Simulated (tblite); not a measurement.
# C3H7B (SMILES B/C=C/C) at GFN1-xTB

Aim: a geometry optimisation of C3H7B. Input form: a Python script.

The results are computed with tblite 0.8.0.

13 further runs of the same task are left out: 13 set aside as unsound or not needed.

### Step 1. Starting point

C3H7B has 11 atoms, charge 0, and is taken as a singlet. As SMILES, `B/C=C/C`. The shape is that of a GFN2-xTB optimisation. The run starts from this shape.

Bond lengths: B1–C2 1.534 Å, C2–C3 1.340 Å, C3–C4 1.493 Å, B1–H5 1.170 Å, B1–H6 1.170 Å, C2–H7 1.087 Å, C3–H8 1.083 Å, C4–H9 1.090 Å, C4–H10 1.090 Å, C4–H11 1.087 Å. Some angles: B1–C2–C3 123.8°, C2–C3–C4 124.6°, B1–C2–H7 120.1°, C3–C2–H7 116.1°, C2–B1–H5 119.7°, C2–B1–H6 120.5°, C2–C3–H8 119.1°, C4–C3–H8 116.3°, C3–C4–H9 110.2°, C3–C4–H10 110.3°.

### Step 2. A structure relaxation at GFN1-xTB

Contents of geom.xyz:

```xyz
11
start geometry
B     -0.611390     2.025660     0.423890
C     -0.143380     0.571120     0.563670
C      0.049730    -0.252280    -0.476000
C      0.503370    -1.670270    -0.361250
H     -0.817370     2.469680    -0.639210
H     -0.764950     2.693560     1.372350
H      0.048720     0.152520     1.548010
H     -0.128050     0.114230    -1.478940
H     -0.198470    -2.242320     0.245470
H      1.471920    -1.717530     0.137170
H      0.589870    -2.144380    -1.335170
```

Contents of calc.py:

```python
# GFN1-xTB geometry optimisation
import json
import numpy as np
from tblite.interface import Calculator
from tblite.interface import symbols_to_numbers
from scipy.optimize import minimize

symbols = list(map(str, np.loadtxt("geom.xyz", skiprows=2, usecols=0, dtype=str, ndmin=1)))
numbers = np.array(symbols_to_numbers(symbols))
positions = np.loadtxt("geom.xyz", skiprows=2, usecols=(1, 2, 3), ndmin=2) / 0.52917721

xtb = Calculator("GFN1-xTB", numbers, positions, charge=0, uhf=0)
xtb.set("verbosity", 0)
xtb.set("accuracy", 0.01)
last, frames, energies, grads = [None], [], [], []

def fun(x):
    xtb.update(x.reshape(-1, 3))
    last[0] = xtb.singlepoint(last[0])
    return float(last[0].get('energy')), last[0].get('gradient').ravel()

def show(x):
    e, g = fun(x)
    frames.append(x.reshape(-1, 3).tolist())
    energies.append(e)
    grads.append(g.reshape(-1, 3).tolist())
    print(f"{len(energies) - 1:4d} {e:16.9f} {np.abs(g).max():12.3e} {np.linalg.norm(g):12.3e}")

print("step      energy/Eh       max grad     grad norm")
show(positions.ravel())
opt = minimize(fun, positions.ravel(), jac=True, method="BFGS", callback=show, options={"gtol": 3e-05, "maxiter": 500})
print("converged:", opt.success, "-", opt.message)
fun(opt.x)
wfn = last[0]
final = opt.x.reshape(-1, 3)
print("final geometry (angstrom)")
for s, p in zip(symbols, final * 0.529177210903):
    print(f"{s:<2} {p[0]:12.6f} {p[1]:12.6f} {p[2]:12.6f}")
print(f"Total energy: {wfn.get('energy') * 627.5095:.8f} kcal/mol")
eps = np.atleast_2d(wfn.get("orbital-energies")) * 27.211386
occ = np.atleast_2d(wfn.get("orbital-occupations"))
filled = occ.sum(axis=0) if eps.shape[0] == 1 else occ[0]
homo = np.nonzero(filled > 0.5)[0].max()
print("  MO   occupation   energy/eV")
for i in range(max(0, homo - 4), min(eps.shape[1], homo + 5)):
    print(f"{i + 1:4d} {filled[i]:10.4f} {eps[0, i]:12.4f}")
mu = wfn.get("dipole") * 2.541746
print(f"dipole: {np.linalg.norm(mu):.4f} D, components " + " ".join(f"{c:.4f}" for c in mu))
q = wfn.get("charges")
print("Charges:", " ".join(f"{s}{i + 1}={c:+.4f}" for i, (s, c) in enumerate(zip(symbols, q))))
out = {k: np.asarray(wfn.get(k)).tolist() for k in ("energy", "gradient", "charges", "dipole", "orbital-energies", "orbital-occupations")}
out.update(symbols=symbols, positions=(positions * 0.529177210903).tolist(), final=final.tolist(), frames=frames, step_energies=energies, grads=grads, success=bool(opt.success))
json.dump(out, open("results.json", "w"))
```

On the command line:

```console
$ python calc.py
```

Q: Predict the results. Wanted: total energy at the end; dipole moment; HOMO energy; LUMO energy; HOMO–LUMO gap.

**Answer.** As computed:

At GFN1-xTB:

| quantity | value |
| --- | --- |
| total energy at the end | -11.45587 Eh |
| dipole moment | 2.05 D |
| HOMO energy | -12.09 eV |
| LUMO energy | -8.33 eV |
| HOMO–LUMO gap | 3.77 eV |

In words: At the final geometry: Bond lengths: B1–C2 1.525 Å, C2–C3 1.343 Å, C3–C4 1.497 Å, B1–H5 1.188 Å, B1–H6 1.186 Å, C2–H7 1.088 Å, C3–H8 1.087 Å, C4–H9 1.092 Å, C4–H10 1.092 Å, C4–H11 1.089 Å. Some angles: B1–C2–C3 122.3°, C2–C3–C4 124.2°, B1–C2–H7 119.7°, C3–C2–H7 118.0°, C2–B1–H5 120.0°, C2–B1–H6 121.1°, C2–C3–H8 119.7°, C4–C3–H8 116.1°, C3–C4–H9 110.2°, C3–C4–H10 110.2°. The optimisation took 32 steps and changed the energy by -0.012 eV.
